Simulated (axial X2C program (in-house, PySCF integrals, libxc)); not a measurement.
**All-electron X2C curves of NbNa⁺**

Aim: find the lowest determinant of NbNa⁺, scan the bond at several levels and fit the constants, once spin-free and once with spin–orbit coupling.

Computed with an in-house X2C program for linear molecules on PySCF integrals. Level: all-electron X2C, Nb dyall-cv3z, Na dyall-cv3z.

All values are calculated.

### Step 1. The job

task.json reads:

```json
{"zs": [41, 11], "q": 1, "bas": ["dyall-cv3z", "dyall-cv3z"], "levels": ["PBE0", "HF", "B3LYP"], "cc": true, "r0": 3.02, "thr": -1.0, "nmax": 90, "npts": 10, "nst": 2, "ntry": 6}
```

Keys: zs atomic numbers; q charge; bas basis sets; levels methods (HF also brings MP2); cc coupled cluster on or off; r0 starting distance in Å; thr threshold in hartree for freezing inner shells (an s shell follows its p shell); nmax most natural virtual spinors; npts points asked for on the curve; nst determinants followed; ntry starts of the search.

The run is started by

```
$ python so2c.py task.json out
```

Spin-free means the one-electron spin-free X2C Hamiltonian; two-component (2c) means X2C with spin–orbit coupling and atomic mean-field two-electron Coulomb and Gaunt terms. Basis: Nb dyall-cv3z contracted to [11s12p9d5f3g], Na dyall-cv3z contracted to [9s8p5d2f]; Gaussian nuclei, density fitting. Masses: Nb 92.906 u, Na 22.990 u.

Notation: σ, π±, δ± give the projection m of an orbital's angular momentum (0, ±1, ±2), α and β its spin, Λ and M_S the sums; ω is the projection of a spinor's total angular momentum and Ω the sum. Logs are in hartree.

The results follow Hamiltonian by Hamiltonian and level by level.

### Step 2. Which state to follow

PBE0 moves the distance from 3.020 Å to 3.270 Å and compares determinants there.

Spin-free determinants:

```
ΔE (eV)             state                                   open shells
   0.00  M_S = 5/2, Λ = 2   beyond closed shells: 2 × σα, π+α, π-α, δ+α
   0.04  M_S = 5/2, Λ = 0  beyond closed shells: σα, π+α, π-α, δ+α, δ-α
   0.13  M_S = 5/2, Λ = 1   beyond closed shells: 2 × σα, π+α, δ+α, δ-α
   0.65  M_S = 3/2, Λ = 0            beyond closed shells: σα, δ+α, δ-α
   0.73  M_S = 3/2, Λ = 2           beyond closed shells: π+α, π-α, δ+α
   0.91  M_S = 3/2, Λ = 3            beyond closed shells: σα, π+α, δ+α
   1.03  M_S = 3/2, Λ = 1            beyond closed shells: σα, π-α, δ+α
```

Two-component determinants:

```json
{"ΔE (eV)": "0.00", "state": "Ω = 1/2", "open shells": "excess of +ω over −ω: ω = 1/2"}
{"ΔE (eV)": "0.09", "state": "Ω = 5/2", "open shells": "excess of +ω over −ω: ω = 5/2"}
{"ΔE (eV)": "0.12", "state": "Ω = 9/2", "open shells": "excess of +ω over −ω: ω = 1/2, ω = 3/2, ω = 5/2"}
{"ΔE (eV)": "0.16", "state": "Ω = 3/2", "open shells": "excess of +ω over −ω: ω = 1/2, ω = -3/2, ω = 5/2"}
{"ΔE (eV)": "0.21", "state": "Ω = 7/2", "open shells": "excess of +ω over −ω: 2 × ω = 1/2, ω = 5/2"}
{"ΔE (eV)": "0.85", "state": "Ω = 7/2", "open shells": "excess of +ω over −ω: ω = -1/2, ω = 3/2, ω = 5/2"}
{"ΔE (eV)": "1.58", "state": "Ω = 1/2", "open shells": "excess of +ω over −ω: 2 × ω = -1/2, ω = 3/2"}
```

### Step 3. PBE0, spin-free

State followed: M_S = 5/2, Λ = 2 (beyond closed shells: 2 × σα, π+α, π-α, δ+α). The scan is laid around 3.270 Å, a first estimate of the minimum, and this SCF restarts from the orbitals of the search.

The SCF at the reference distance of 3.270 Å:

```text
spin-free X2C-1e  PBE0
basis functions 226  fitting functions 1026  grid points 5088
iter        total energy     max residual
   1      -3981.303029566     1.05e-05
   2      -3981.303029575     8.33e-06
   3      -3981.303029578     4.06e-06
   4      -3981.303029580     1.79e-06
converged
one-electron -5636.34810406  Coulomb 1715.94888994  exact exchange -32.94003353  xc functional -100.94816179  nuclear repulsion 72.98437985
```

Along the bond, energies from the lowest point:

```
R (Å)  E (eV)  μ (D)  HOMO (eV)  LUMO (eV)  iterations
2.845  0.1289   5.46      -9.62      -7.10          10
2.976  0.0534   5.89      -9.50      -6.98          10
3.074  0.0212   6.23      -9.41      -6.90          10
3.172  0.0042   6.57      -9.33      -6.82          10
3.270  0.0000   6.91      -9.25      -6.75           4
3.384  0.0071   7.32      -9.16      -6.66          11
3.499  0.0237   7.74      -9.08      -6.58          11
3.646  0.0557   8.29      -8.98      -6.48          11
3.826  0.1040   8.97      -8.85      -6.37          11
4.088  0.1841   9.99      -8.69      -6.20          11
```

Dipoles are positive if Na is the positive end and refer to the centre of mass.

Outer orbitals at the reference distance:

| symmetry | occupied | ε (eV) | atomic character |
| --- | --- | --- | --- |
| σα | yes | -9.99 | 36% Nb s, 27% Nb d, 19% Na s |
| δ+α | yes | -9.70 | 100% Nb d |
| π+α | yes | -9.61 | 98% Nb d |
| π-α | yes | -9.49 | 97% Nb d |
| σα | yes | -9.25 | 67% Nb d, 27% Nb s, 4% Na p |
| δ-α | no | -6.75 | 100% Nb d |
| σβ | no | -6.28 | 46% Na s, 38% Nb s, 6% Nb p |
| σα | no | -5.87 | 38% Na s, 37% Nb p, 12% Nb s |
| π+α | no | -4.87 | 72% Nb p, 23% Na p, 4% Na d |

PBE0 fields in the half plane through the axis: z from -2.4 to 5.4 Å across, distance from the axis 0.15 to 2.25 Å upwards; Nb lies at z = 0 and Na at z = 3.270 Å; the ELF is damped to zero where the density is low.

log10 density (e/bohr³). Ten even steps from ' ' (-5.55 ) to '@' (1.63 ):
```
..::::::------------------------::::::::::......      
..::::------==============----------::::::::......    
::::----======================----------::::::......  
::----======++++++++++============----------::::....  
::----====++++++**++++++++==================--::::....
::--====++++****##****++++++======++++**++++==--::....
::--====++**##########**++++++==++**######**==--::....
----====++**##%%@@%%##**++++++==++**%%%%##**++==::::..
```

ELF. Ten even steps from '0' (0.00 ) to '9' (0.86 ):
```
000011222333333321000000000
000122333344555543100000000
000123333345667762000000000
001223333345678740000000000
001233444444678710010000000
001134688865577401565200000
000136972785467206999610000
000137845486466118929830000
```

Re = 3.261 Å, ωe = 122.9 cm⁻¹, ωexe = 0.554 cm⁻¹, Be = 0.086 cm⁻¹, De = 0.693 eV, μ = 6.88 D.

### Step 4. HF, spin-free

Output at 3.270 Å:

```text
spin-free X2C-1e  HF
basis functions 226  fitting functions 1026  grid points 5088
iter        total energy     max residual
   1      -3979.174968378     2.99e-01
   2      -3979.193597564     3.74e-03
   3      -3979.194325225     1.65e-03
   4      -3979.194494265     8.18e-04
   5      -3979.194544443     5.45e-04
   6      -3979.194576819     2.82e-04
   7      -3979.194586965     1.97e-04
   8      -3979.194591242     1.27e-04
   9      -3979.194592277     7.37e-05
  10      -3979.194592802     3.45e-05
  11      -3979.194593017     1.31e-05
  12      -3979.194593063     4.15e-06
  13      -3979.194593065     1.70e-06
converged
one-electron -5636.29437914  Coulomb 1715.96386336  exact exchange -131.84845714  xc functional 0.00000000  nuclear repulsion 72.98437985
```

Re = 3.344 Å, ωe = 122.2 cm⁻¹, ωexe = 0.46 cm⁻¹, Be = 0.08178 cm⁻¹, De = 0.785 eV, μ = 6.50 D.

### Step 5. B3LYP, spin-free

Output at 3.270 Å:

```text
spin-free X2C-1e  B3LYP
basis functions 226  fitting functions 1026  grid points 5088
iter        total energy     max residual
   1      -3981.775671300     3.51e-02
   2      -3981.777213390     2.22e-03
   3      -3981.777217841     2.15e-03
   4      -3981.777265779     5.19e-04
   5      -3981.777268839     1.07e-04
   6      -3981.777269078     4.73e-05
   7      -3981.777269166     1.66e-05
   8      -3981.777269195     4.10e-06
   9      -3981.777269198     1.48e-06
  10      -3981.777269198     3.29e-07
converged
one-electron -5636.16640821  Coulomb 1715.75304009  exact exchange -26.34709777  xc functional -108.00118316  nuclear repulsion 72.98437985
```

Re = 3.276 Å, ωe = 120.2 cm⁻¹, ωexe = 0.592 cm⁻¹, Be = 0.08525 cm⁻¹, De = 0.694 eV, μ = 6.93 D.

### Step 6. Correlated methods, spin-free

Correlated methods: 5 electrons correlated (frozen shells, counted by type: Nb 4 s, 3 p, 1 d; Na 2 s, 1 p), 317 virtual spinors in MP2, 42 natural virtuals in coupled cluster.

Output of the correlated part at 3.270 Å:

```text
correlated 5  virtual 317  natural virtual 42  E(MP2) -0.050907742  MP2 remainder -0.000749184
iter   CCSD correlation   residual
   1     -0.056968579   6.42e-02
   2     -0.058940206   2.71e-02
   3     -0.059238660   1.10e-02
   4     -0.059270261   2.76e-03
   5     -0.059276393   1.04e-03
   6     -0.059278346   4.02e-04
   7     -0.059277410   1.05e-04
   8     -0.059277566   4.53e-05
   9     -0.059277543   2.03e-05
  10     -0.059277460   7.10e-06
  11     -0.059277471   2.56e-06
(T) -0.001639049  T1 0.0280  D1 0.0558  max T2 0.042
```

T1 in the output is the amplitude norm over the root of the electron number; divide by √2 for the Lee–Taylor value.

MP2: Re = 3.304 Å, ωe = 126.5 cm⁻¹, Be = 0.08382 cm⁻¹, De = 0.729 eV.

CCSD: Re = 3.312 Å, ωe = 125.7 cm⁻¹, ωexe = 0.55 cm⁻¹, Be = 0.0834 cm⁻¹, De = 0.738 eV. T1 at Re = 0.020 (Lee–Taylor, the printed value over √2).

CCSD(T): Re = 3.312 Å, ωe = 125.8 cm⁻¹, ωexe = 0.556 cm⁻¹, Be = 0.08339 cm⁻¹, De = 0.736 eV. T1 at Re = 0.020 (Lee–Taylor, the printed value over √2).

### Step 7. A higher determinant, spin-free

State: M_S = 5/2, Λ = 0 (beyond closed shells: σα, π+α, π-α, δ+α, δ-α).

Output at the reference distance:

```text
spin-free X2C-1e  PBE0
basis functions 226  fitting functions 1026  grid points 5088
iter        total energy     max residual
   1      -3981.301740471     5.69e-06
   2      -3981.301740475     2.72e-06
   3      -3981.301740476     1.88e-06
converged
one-electron -5637.05643406  Coulomb 1716.69438717  exact exchange -32.94779815  xc functional -100.97627529  nuclear repulsion 72.98437985
```

| R (Å) | E above the lowest PBE0 point (eV) |
| --- | --- |
| 2.845 | 0.206 |
| 2.976 | 0.116 |
| 3.074 | 0.074 |
| 3.172 | 0.048 |
| 3.270 | 0.035 |
| 3.384 | 0.034 |
| 3.499 | 0.042 |
| 3.646 | 0.066 |
| 3.826 | 0.105 |

Re = 3.341 Å, ωe = 113.7 cm⁻¹, Be = 0.08192 cm⁻¹, μ = 6.81 D. Te = 0.03 eV.

### Step 8. The spin-free curves together

Energy (eV) of the followed determinant, spin-free, from each level's lowest point:

```csv
R (Å),PBE0,HF,MP2,CCSD,CCSD(T),B3LYP
2.845,0.129,0.189,0.169,n/a,n/a,0.134
2.976,0.053,0.092,0.076,0.079,0.079,0.057
3.074,0.021,0.045,0.034,0.036,0.036,0.024
3.172,0.004,0.016,0.010,0.011,0.011,0.006
3.270,0.000,0.002,0.000,0.000,0.000,0.000
3.384,0.007,0.000,0.003,0.002,0.002,0.005
3.499,0.024,0.010,0.017,0.015,0.015,0.020
3.646,0.056,0.036,0.048,0.045,0.045,0.050
3.826,0.104,0.082,0.098,n/a,n/a,0.095
4.088,0.184,0.165,0.183,n/a,n/a,0.170
```

### Step 9. PBE0, 2c

State followed: Ω = 1/2 (excess of +ω over −ω: ω = 1/2). The scan is laid around 3.270 Å, a first estimate of the minimum, and this SCF restarts from the orbitals of the search.

Output at 3.270 Å:

```text
two-component X2C + atomic mean field  PBE0
basis functions 226  fitting functions 1026  grid points 5088
iter        total energy     max residual
   1      -3979.798428739     3.95e-06
   2      -3979.798428739     2.21e-06
converged
one-electron -5632.38037626  Coulomb 1715.18634543  exact exchange -32.92556477  xc functional -100.90468890  nuclear repulsion 72.98437985  atomic mean-field constant -1.75852410
```

Along the bond, energies from the lowest point:

| R (Å) | E (eV) | μ (D) | HOMO (eV) | LUMO (eV) | iterations |
| --- | --- | --- | --- | --- | --- |
| 2.845 | 0.1286 | 5.45 | -9.62 | -7.04 | 10 |
| 2.976 | 0.0533 | 5.89 | -9.49 | -6.92 | 10 |
| 3.074 | 0.0211 | 6.22 | -9.41 | -6.84 | 10 |
| 3.172 | 0.0042 | 6.56 | -9.32 | -6.76 | 10 |
| 3.270 | 0.0000 | 6.91 | -9.25 | -6.69 | 2 |
| 3.384 | 0.0071 | 7.32 | -9.16 | -6.61 | 11 |
| 3.499 | 0.0237 | 7.73 | -9.07 | -6.53 | 11 |
| 3.646 | 0.0558 | 8.28 | -8.97 | -6.43 | 11 |
| 3.826 | 0.1042 | 8.96 | -8.85 | -6.31 | 11 |
| 4.088 | 0.1842 | 9.98 | -8.68 | -6.15 | 11 |

Dipoles are positive if Na is the positive end and refer to the centre of mass.

Outer spinors at the reference distance:

| ω | occupied | ε (eV) | atomic character | λ mixture |
| --- | --- | --- | --- | --- |
| 1/2 | yes | -9.98 | 36% Nb s, 27% Nb d, 19% Na s | 100% σ |
| -3/2 | yes | -9.75 | 100% Nb d | 100% δ |
| -1/2 | yes | -9.63 | 98% Nb d | 100% π |
| 3/2 | yes | -9.45 | 97% Nb d | 100% π |
| 1/2 | yes | -9.25 | 67% Nb d, 27% Nb s, 4% Na p | 100% σ |
| 5/2 | no | -6.69 | 100% Nb d | 100% δ |
| -1/2 | no | -6.29 | 46% Na s, 38% Nb s, 6% Nb p | 100% σ |
| 1/2 | no | -5.87 | 38% Na s, 37% Nb p, 12% Nb s | 100% σ |
| -1/2 | no | -4.91 | 72% Nb p, 22% Na p, 4% Na d | 100% π |

PBE0 fields in the half plane through the axis: z from -2.4 to 5.4 Å across, distance from the axis 0.15 to 2.25 Å upwards; Nb lies at z = 0 and Na at z = 3.270 Å; the ELF is damped to zero where the density is low.

log10 density (e/bohr³). Ten even steps from '0' (-5.55 ) to '9' (1.63 ):
```
122233333333333322222111000
122333444444433333222211100
223344444444444333332221110
233344555554444443333322110
233445556555544444444432211
234455667665554445565543211
234456777776555456777643211
334456789876555456887654221
```

ELF. Ten even steps from ' ' (0.00 ) to '@' (0.86 ):
```
        ....::::::--------------::..                  
      ..::::--------====++++++++==--..                
      ..::----------==++****####**::                  
    ..::::----------==++**##%%##==                    
    ..::----============**##%%##..    ..              
    ....--==**%%%%%%**++++####==  ..++**++::          
      ..--**@@##::##%%++==**##::  **@@@@@@**..        
      ..--##%%==++==%%**==****....%%@@::@@%%--        
```

Re = 3.261 Å, ωe = 122.9 cm⁻¹, ωexe = 0.554 cm⁻¹, Be = 0.08602 cm⁻¹, De = 0.751 eV, μ = 6.87 D.

### Step 10. HF, 2c

The SCF at the reference distance of 3.270 Å:

```text
two-component X2C + atomic mean field  HF
basis functions 226  fitting functions 1026  grid points 5088
iter        total energy     max residual
   1      -3977.670434154     2.99e-01
   2      -3977.689089841     3.81e-03
   3      -3977.689822028     1.65e-03
   4      -3977.689992850     8.17e-04
   5      -3977.690043816     5.44e-04
   6      -3977.690077153     2.84e-04
   7      -3977.690087971     1.99e-04
   8      -3977.690092709     1.28e-04
   9      -3977.690093909     7.25e-05
  10      -3977.690094525     3.21e-05
  11      -3977.690094771     1.42e-05
  12      -3977.690094823     1.06e-05
  13      -3977.690094827     8.83e-06
  14      -3977.690094829     6.98e-06
  15      -3977.690094830     4.64e-06
  16      -3977.690094831     2.71e-06
converged
one-electron -5632.32794678  Coulomb 1715.20283540  exact exchange -131.79083921  xc functional 0.00000000  nuclear repulsion 72.98437985  atomic mean-field constant -1.75852410
```

Re = 3.345 Å, ωe = 122.1 cm⁻¹, ωexe = 0.459 cm⁻¹, Be = 0.08177 cm⁻¹, De = 0.834 eV, μ = 6.49 D.

### Step 11. B3LYP, 2c

The SCF at the reference distance of 3.270 Å:

```text
two-component X2C + atomic mean field  B3LYP
basis functions 226  fitting functions 1026  grid points 5088
iter        total energy     max residual
   1      -3980.270936384     3.55e-02
   2      -3980.272487938     2.24e-03
   3      -3980.272494937     2.14e-03
   4      -3980.272543209     5.20e-04
   5      -3980.272546647     1.08e-04
   6      -3980.272547078     4.62e-05
   7      -3980.272547262     2.41e-05
   8      -3980.272547349     7.73e-06
   9      -3980.272547357     3.25e-06
  10      -3980.272547359     1.95e-06
converged
one-electron -5632.19959533  Coulomb 1714.99130734  exact exchange -26.33549326  xc functional -107.95462187  nuclear repulsion 72.98437985  atomic mean-field constant -1.75852410
```

Re = 3.275 Å, ωe = 120.2 cm⁻¹, ωexe = 0.591 cm⁻¹, Be = 0.08527 cm⁻¹, De = 0.754 eV, μ = 6.92 D.

### Step 12. MP2 and beyond, 2c

Correlated methods: 5 electrons correlated (frozen shells, counted by type: Nb 4 s, 3 p, 1 d; Na 2 s, 1 p), 317 virtual spinors in MP2, 42 natural virtuals in coupled cluster.

Output of the correlated part at 3.270 Å:

```text
correlated 5  virtual 317  natural virtual 42  E(MP2) -0.050914427  MP2 remainder -0.000769498
iter   CCSD correlation   residual
   1     -0.056954674   6.41e-02
   2     -0.058926173   2.71e-02
   3     -0.059223990   1.10e-02
   4     -0.059255425   2.76e-03
   5     -0.059261546   1.04e-03
   6     -0.059263517   4.03e-04
   7     -0.059262580   1.05e-04
   8     -0.059262741   4.55e-05
   9     -0.059262720   2.01e-05
  10     -0.059262636   6.92e-06
  11     -0.059262649   2.55e-06
(T) -0.001635318  T1 0.0280  D1 0.0557  max T2 0.042
```

MP2: Re = 3.304 Å, ωe = 126.5 cm⁻¹, Be = 0.08382 cm⁻¹, De = 0.778 eV.

CCSD: Re = 3.312 Å, ωe = 125.6 cm⁻¹, ωexe = 0.55 cm⁻¹, Be = 0.0834 cm⁻¹, De = 0.787 eV. T1 at Re = 0.020 (Lee–Taylor, the printed value over √2).

CCSD(T): Re = 3.312 Å, ωe = 125.7 cm⁻¹, ωexe = 0.556 cm⁻¹, Be = 0.08339 cm⁻¹, De = 0.785 eV. T1 at Re = 0.020 (Lee–Taylor, the printed value over √2).

### Step 13. A higher determinant, 2c

State: Ω = 5/2 (excess of +ω over −ω: ω = 5/2).

Output at the reference distance:

```text
two-component X2C + atomic mean field  PBE0
basis functions 226  fitting functions 1026  grid points 5088
iter        total energy     max residual
   1      -3979.795031387     1.00e-05
   2      -3979.795031396     6.49e-06
   3      -3979.795031399     5.00e-06
   4      -3979.795031402     1.67e-06
   5      -3979.795031402     9.76e-07
converged
one-electron -5633.05458817  Coulomb 1715.89893197  exact exchange -32.93318477  xc functional -100.93204619  nuclear repulsion 72.98437985  atomic mean-field constant -1.75852410
```

```csv
R (Å),E above the lowest PBE0 point (eV)
2.845,0.264
2.976,0.173
3.074,0.131
3.172,0.105
3.270,0.092
3.384,0.091
3.499,0.100
3.646,0.123
3.826,0.162
```

Re = 3.341 Å, ωe = 113.7 cm⁻¹, Be = 0.08193 cm⁻¹, μ = 6.81 D. Te = 0.09 eV.

### Step 14. The 2c curves together

Energy (eV) of the followed determinant, 2c, from each level's lowest point:

```
R (Å)   PBE0     HF    MP2   CCSD  CCSD(T)  B3LYP
2.845  0.129  0.189  0.169    n/a      n/a  0.134
2.976  0.053  0.092  0.076  0.079    0.079  0.057
3.074  0.021  0.045  0.034  0.036    0.036  0.024
3.172  0.004  0.016  0.010  0.011    0.011  0.006
3.270  0.000  0.002  0.000  0.000    0.000  0.000
3.384  0.007  0.000  0.003  0.002    0.002  0.005
3.499  0.024  0.010  0.017  0.015    0.015  0.020
3.646  0.056  0.036  0.048  0.045    0.045  0.050
3.826  0.104  0.082  0.098    n/a      n/a  0.095
4.088  0.184  0.165  0.183    n/a      n/a  0.170
```

The whole job took 2.6 min on 1 thread of Arm Neoverse V1, shared host.

### Step 15. Constants

Lowest determinant that the search found at its distance, spin-free: M_S = 5/2, Λ = 2 (beyond closed shells: 2 × σα, π+α, π-α, δ+α).

Lowest determinant that the search found at its distance, 2c: Ω = 1/2 (excess of +ω over −ω: ω = 1/2).

```
Hamiltonian    level  Re (Å)  ωe (cm⁻¹)  De (eV)  μ (D)
  spin-free     PBE0   3.261      122.9    0.693   6.88
  spin-free       HF   3.344      122.2    0.785   6.50
  spin-free      MP2   3.304      126.5    0.729    n/a
  spin-free     CCSD   3.312      125.7    0.738    n/a
  spin-free  CCSD(T)   3.312      125.8    0.736    n/a
  spin-free    B3LYP   3.276      120.2    0.694   6.93
         2c     PBE0   3.261      122.9    0.751   6.87
         2c       HF   3.345      122.1    0.834   6.49
         2c      MP2   3.304      126.5    0.778    n/a
         2c     CCSD   3.312      125.6    0.787    n/a
         2c  CCSD(T)   3.312      125.7    0.785    n/a
         2c    B3LYP   3.275      120.2    0.754   6.92
```

Dipoles are positive if Na is the positive end and refer to the centre of mass.

Time per point (s) on 1 thread of Arm Neoverse V1, shared host (2c runs; CCSD comes with the CCSD(T) run); the times are rough: PBE0 0.7, HF 0.7, MP2 0.8, CCSD(T) 1.3, B3LYP 0.77.

In words: At CCSD(T), going from spin-free to two-component changes Re by 0 mÅ, ωe by 0.0 %, which is small (part of it comes from the scalar share of the two-electron terms). It costs about 1.5 times the time. De moves by +0.05 eV; both De rest on single-determinant atoms, which can miss part of an open shell's spin–orbit lowering.

De refers to Nb + Na+, each in the lowest determinant found, which need not be this curve's own limit. The state is a single determinant with fixed occupations, the lowest that a limited PBE0 search found. De is counted from the lowest determinant-based energies of the atoms at the same level, without counterpoise correction. Density functionals use the spin component along the axis (collinear). CCSD and (T) use frozen natural virtuals with an MP2 correction for the truncation. With several unpaired electrons one determinant need not be a pure state. With the outer-core shells frozen, correlated bond lengths of heavy atoms tend to come out a few hundredths of an ångström too long.
